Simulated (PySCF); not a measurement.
# The bond of BiH, level by level, part 2 of 2

PySCF 2.14.0; Bi def2-SVPD with ECP60, H def2-SVPD; scalar-relativistic core potentials. The steps go on from the part before.

### Step 11. HSE06 (range-separated hybrid)

Output of the SCF at 1.805 Å:

```text
******** <class 'pyscf.dft.uks_symm.SymAdaptedUKS'> ********
method = SymAdaptedUKS
initial guess = minao
damping factor = 0
level_shift factor = 0
DIIS = <class 'pyscf.scf.diis.CDIIS'>
diis_start_cycle = 1
diis_space = 10
diis_damp = 0
SCF conv_tol = 1e-09
SCF conv_tol_grad = None
SCF max_cycles = 60
direct_scf = False
max_memory 909 MB (current use 277 MB)
number electrons alpha = 13  beta = 11
XC library pyscf.dft.libxc version 7.0.0
    S. Lehtola, C. Steigemann, M. J.T. Oliveira, and M. A.L. Marques.,  SoftwareX 7, 1–5 (2018)
XC functionals = HSE06
    J. Heyd, G. E. Scuseria, and M. Ernzerhof.,  J. Chem. Phys. 118, 8207 (2003)
    J. Heyd, G. E. Scuseria, and M. Ernzerhof.,  J. Chem. Phys. 124, 219906 (2006)
    A. V. Krukau, O. A. Vydrov, A. F. Izmaylov, and G. E. Scuseria.,  J. Chem. Phys. 125, 224106 (2006)
small_rho_cutoff = 0
Set gradient conv threshold to 3.16228e-05
init E= -215.196809197216
cycle= 1 E= -215.196839979828  delta_E= -3.08e-05  |g|= 0.00194  |ddm|= 0.024
cycle= 2 E= -215.196841254759  delta_E= -1.27e-06  |g|= 0.00169  |ddm|= 0.00728
cycle= 3 E= -215.196843289619  delta_E= -2.03e-06  |g|= 0.000224  |ddm|= 0.00342
cycle= 4 E= -215.196843368825  delta_E= -7.92e-08  |g|= 0.00013  |ddm|= 0.000682
cycle= 5 E= -215.196843399084  delta_E= -3.03e-08  |g|= 3.83e-05  |ddm|= 0.000366
cycle= 6 E= -215.196843403955  delta_E= -4.87e-09  |g|= 5.1e-06  |ddm|= 0.0002
cycle= 7 E= -215.196843404014  delta_E= -5.81e-11  |g|= 4.37e-07  |ddm|= 2.32e-05
Extra cycle  E= -215.196843404014  delta_E= -6.54e-13  |g|= 2.86e-07  |ddm|= 1.78e-06
converged SCF energy = -215.196843404014  <S^2> = 2.0055856  2S+1 = 3.0037214
```

Re = 1.806 Å, ωe = 1794 cm⁻¹, ωexe = 26.3 cm⁻¹, αe = 0.124 cm⁻¹, Be = 5.153 cm⁻¹, De = 2.36 eV, μ = -0.70 D. 11 s of CPU time for 12 points, integrals apart.

### Step 12. UHF (mean field)

The SCF at the reference distance, 1.805 Å, printed:

```text
******** <class 'pyscf.scf.uhf_symm.SymAdaptedUHF'> ********
method = SymAdaptedUHF
initial guess = minao
damping factor = 0
level_shift factor = 0
DIIS = <class 'pyscf.scf.diis.CDIIS'>
diis_start_cycle = 1
diis_space = 10
diis_damp = 0
SCF conv_tol = 1e-09
SCF conv_tol_grad = None
SCF max_cycles = 60
direct_scf = False
max_memory 909 MB (current use 277 MB)
number electrons alpha = 13  beta = 11
Overwritten attributes  get_occ get_k get_hcore get_jk get_j  of <class 'pyscf.scf.uhf_symm.SymAdaptedUHF'>
<class 'pyscf.scf.uhf_symm.SymAdaptedUHF'> does not have attributes  refdm
Set gradient conv threshold to 3.16228e-05
init E= -214.129333125958
cycle= 1 E= -214.135990310003  delta_E= -0.00666  |g|= 0.0219  |ddm|= 0.322
cycle= 2 E= -214.136464705215  delta_E= -0.000474  |g|= 0.0069  |ddm|= 0.0604
cycle= 3 E= -214.136535360019  delta_E= -7.07e-05  |g|= 0.00221  |ddm|= 0.0271
cycle= 4 E= -214.136545164516  delta_E= -9.8e-06  |g|= 0.00138  |ddm|= 0.00624
cycle= 5 E= -214.136552492148  delta_E= -7.33e-06  |g|= 0.000749  |ddm|= 0.00697
cycle= 6 E= -214.136556090222  delta_E= -3.6e-06  |g|= 0.000318  |ddm|= 0.00555
cycle= 7 E= -214.136556818547  delta_E= -7.28e-07  |g|= 5.35e-05  |ddm|= 0.00329
cycle= 8 E= -214.136556830701  delta_E= -1.22e-08  |g|= 1.59e-05  |ddm|= 0.000392
cycle= 9 E= -214.136556831452  delta_E= -7.51e-10  |g|= 4.54e-06  |ddm|= 8.17e-05
Extra cycle  E= -214.136556831496  delta_E= -4.36e-11  |g|= 2.35e-06  |ddm|= 1.19e-05
converged SCF energy = -214.136556831496  <S^2> = 2.0210966  2S+1 = 3.0140316
```

Re = 1.792 Å, ωe = 1846 cm⁻¹, ωexe = 39.4 cm⁻¹, αe = 0.137 cm⁻¹, Be = 5.236 cm⁻¹, De = 1.25 eV, μ = -0.65 D. 1.2 s of CPU time for 12 points, integrals apart.

### Step 13. Adding correlation

Reference: UHF; core orbitals frozen: 4; virtual orbitals above 20 hartree dropped in coupled cluster: 4. MP2 keeps all virtuals, so it differs from the MP2 energy in the coupled-cluster log.

Log of the coupled-cluster run at 1.805 Å:

```text
******** <class 'pyscf.cc.uccsd.UCCSD'> ********
CC2 = 0
CCSD nocc = (np.int64(9), np.int64(7)), nmo = (32, 32)
frozen orbitals [[0, 1, 2, 3, 36, 37, 38, 39], [0, 1, 2, 3, 36, 37, 38, 39]]
max_cycle = 80
direct = 0
conv_tol = 1e-07
conv_tol_normt = 1e-05
diis_space = 8
diis_start_cycle = 0
diis_start_energy_diff = 1e+09
max_memory 909 MB (current use 307 MB)
Init t2, MP2 energy = -0.0896895917741229
Init E_corr(UCCSD) = -0.0896895917824603
cycle = 1  E_corr(UCCSD) = -0.101117611370365  dE = -0.0114280196  norm(t1,t2) = 0.0509849
cycle = 2  E_corr(UCCSD) = -0.104526109928149  dE = -0.00340849856  norm(t1,t2) = 0.0192015
cycle = 3  E_corr(UCCSD) = -0.106365755268952  dE = -0.00183964534  norm(t1,t2) = 0.00952166
cycle = 4  E_corr(UCCSD) = -0.106375700473354  dE = -9.9452044e-06  norm(t1,t2) = 0.00283116
cycle = 5  E_corr(UCCSD) = -0.106355925589942  dE = 1.97748834e-05  norm(t1,t2) = 0.00127009
cycle = 6  E_corr(UCCSD) = -0.106379622772535  dE = -2.36971826e-05  norm(t1,t2) = 0.000550122
cycle = 7  E_corr(UCCSD) = -0.106380957142958  dE = -1.33437042e-06  norm(t1,t2) = 0.000145343
cycle = 8  E_corr(UCCSD) = -0.106380658759197  dE = 2.98383761e-07  norm(t1,t2) = 4.17897e-05
cycle = 9  E_corr(UCCSD) = -0.106380899685156  dE = -2.40925958e-07  norm(t1,t2) = 1.52536e-05
cycle = 10  E_corr(UCCSD) = -0.106380849114132  dE = 5.0571024e-08  norm(t1,t2) = 4.65445e-06
UCCSD converged
E(UCCSD) = -214.2429376806098  E_corr = -0.1063808491141316
UCCSD(T) correction = -0.00259690543209906
```

Correlation energy (eV) along the bond:

| R (Å) | MP2 | SCS-MP2 | CCSD | CCSD(T) | T1 |
| --- | --- | --- | --- | --- | --- |
| 1.552 | -2.497 | -2.398 | n/a | n/a | n/a |
| 1.625 | -2.485 | -2.392 | -2.879 | -2.946 | 0.008 |
| 1.697 | -2.477 | -2.390 | -2.882 | -2.950 | 0.008 |
| 1.751 | -2.473 | -2.390 | -2.887 | -2.957 | 0.008 |
| 1.805 | -2.470 | -2.391 | -2.895 | -2.965 | 0.009 |
| 1.859 | -2.467 | -2.391 | -2.904 | -2.976 | 0.010 |
| 1.931 | -2.462 | -2.388 | -2.917 | -2.992 | 0.012 |
| 2.022 | -2.442 | -2.367 | -2.932 | -3.009 | 0.017 |
| 2.130 | -2.374 | -2.288 | -2.933 | -3.014 | 0.028 |
| 2.274 | -2.228 | -2.115 | n/a | n/a | n/a |

UHF-MP2: Re = 1.788 Å, ωe = 1840 cm⁻¹, Be = 5.257 cm⁻¹, De = 1.95 eV.

UHF-SCS-MP2: Re = 1.793 Å, ωe = 1835 cm⁻¹, Be = 5.227 cm⁻¹, De = 2.04 eV.

UHF-CCSD: Re = 1.804 Å, ωe = 1752 cm⁻¹, ωexe = 30.3 cm⁻¹, αe = 0.140 cm⁻¹, Be = 5.163 cm⁻¹, De = 2.12 eV.

UHF-CCSD(T): Re = 1.807 Å, ωe = 1740 cm⁻¹, ωexe = 30.6 cm⁻¹, αe = 0.141 cm⁻¹, Be = 5.150 cm⁻¹, De = 2.15 eV.

### Step 14. The curves together

Energy (eV) from each level's lowest point:

| R (Å) | UHF | UHF-MP2 | UHF-SCS-MP2 | UHF-CCSD | UHF-CCSD(T) | PBE | r²SCAN | PBE0 | r²SCAN0 | HSE06 | BHandHLYP | B2PLYP |
| --- | --- | --- | --- | --- | --- | --- | --- | --- | --- | --- | --- | --- |
| 1.552 | 0.508 | 0.481 | 0.501 | n/a | n/a | 0.591 | 0.546 | 0.535 | 0.508 | 0.546 | 0.509 | 0.529 |
| 1.625 | 0.222 | 0.207 | 0.221 | 0.237 | 0.241 | 0.285 | 0.252 | 0.244 | 0.225 | 0.251 | 0.224 | 0.241 |
| 1.697 | 0.064 | 0.057 | 0.065 | 0.076 | 0.079 | 0.103 | 0.083 | 0.078 | 0.067 | 0.082 | 0.066 | 0.076 |
| 1.751 | 0.010 | 0.007 | 0.011 | 0.017 | 0.019 | 0.030 | 0.020 | 0.017 | 0.012 | 0.019 | 0.011 | 0.017 |
| 1.805 | 0.000 | 0.000 | 0.000 | 0.000 | 0.000 | 0.000 | 0.000 | 0.000 | 0.000 | 0.000 | 0.000 | 0.000 |
| 1.859 | 0.025 | 0.027 | 0.024 | 0.016 | 0.014 | 0.005 | 0.015 | 0.018 | 0.023 | 0.016 | 0.024 | 0.018 |
| 1.931 | 0.099 | 0.107 | 0.102 | 0.077 | 0.073 | 0.055 | 0.077 | 0.084 | 0.096 | 0.079 | 0.099 | 0.084 |
| 2.022 | 0.237 | 0.265 | 0.260 | 0.200 | 0.193 | 0.167 | 0.205 | 0.217 | 0.238 | 0.210 | 0.243 | 0.217 |
| 2.130 | 0.429 | 0.525 | 0.532 | 0.391 | 0.380 | 0.353 | 0.407 | 0.425 | 0.454 | 0.416 | 0.464 | 0.425 |
| 2.274 | 0.664 | 0.906 | 0.940 | n/a | n/a | 0.647 | 0.718 | 0.748 | 0.777 | 0.737 | 0.801 | 0.753 |

The whole job (state search and all levels along the bond) took 2 min on 1 thread of Arm Neoverse N1 (shared host), peak memory 0.46 GiB.

### Step 15. Results

This closing draws on all 2 parts.

Lowest PBE0 solution found, without spin–orbit coupling: ³Σ⁻ (triplet), unpaired electrons π ↑↑. State 2 has its PBE0 minimum 0.35 eV higher, as a spin-mixed determinant (⟨S²⟩ = 1.00), so this is no gap between pure states. State 3 has its PBE0 minimum 1.27 eV higher. The other levels ran on the lowest alone.

| level | Re (Å) | ωe (cm⁻¹) | De (eV) | μ (D) |
| --- | --- | --- | --- | --- |
| UHF | 1.792 | 1846 | 1.25 | -0.65 |
| UHF-MP2 | 1.788 | 1840 | 1.95 | n/a |
| UHF-SCS-MP2 | 1.793 | 1835 | 2.04 | n/a |
| UHF-CCSD | 1.804 | 1752 | 2.12 | n/a |
| UHF-CCSD(T) | 1.807 | 1740 | 2.15 | n/a |
| PBE | 1.823 | 1731 | 2.43 | -0.75 |
| r²SCAN | 1.807 | 1785 | 2.37 | -0.69 |
| PBE0 | 1.803 | 1802 | 2.33 | -0.69 |
| r²SCAN0 | 1.794 | 1830 | 2.31 | -0.65 |
| HSE06 | 1.806 | 1794 | 2.36 | -0.70 |
| BHandHLYP | 1.793 | 1840 | 2.37 | -0.70 |
| B2PLYP | 1.802 | 1796 | 2.34 | -0.72 |

De is counted to Bi + H in their ground configurations. A positive dipole means Bi(−)H(+).

Differences from CCSD(T) in the same basis:

| level | Re (mÅ) | ωe (%) |
| --- | --- | --- |
| UHF | -15 | +6.1 |
| UHF-MP2 | -19 | +5.8 |
| UHF-SCS-MP2 | -13 | +5.5 |
| UHF-CCSD | -2 | +0.7 |
| PBE | +16 | -0.5 |
| r²SCAN | 0 | +2.6 |
| PBE0 | -4 | +3.6 |
| r²SCAN0 | -12 | +5.2 |
| HSE06 | -1 | +3.1 |
| BHandHLYP | -13 | +5.8 |
| B2PLYP | -4 | +3.3 |

Time per point (s) on 1 thread of Arm Neoverse N1, shared host (CPU time, shared integrals of 0.1 s apart; correlated levels include their reference; CCSD comes with the CCSD(T) run); the times are rough: UHF 0.097, UHF-MP2 0.17, UHF-SCS-MP2 0.17, PBE 0.6, r²SCAN 0.89, PBE0 0.92, r²SCAN0 0.94, HSE06 0.9, BHandHLYP 0.52, B2PLYP 0.59; the reference 2.9.

What this shows: Judged by CCSD(T) in the same basis: best bond length r²SCAN (0 mÅ), worst UHF-MP2 (-19 mÅ); best wavenumber PBE (-0.5 %), worst UHF (+6.1 %). Hartree–Fock falls on the short and stiff side, its usual fault. CCSD(T) in a basis this small is itself some way from its limit, more so than the functionals. Among the levels with a De in the table, it runs from 1.25 eV (UHF) to 2.43 eV (PBE).

Correlated steps freeze 4 core orbitals. These are scalar-relativistic numbers at best; spin–orbit coupling would shift them, the dissociation energy most. B2PLYP dipoles, levels and charges come from its SCF part alone. With spin–orbit coupling the term label itself may not hold.
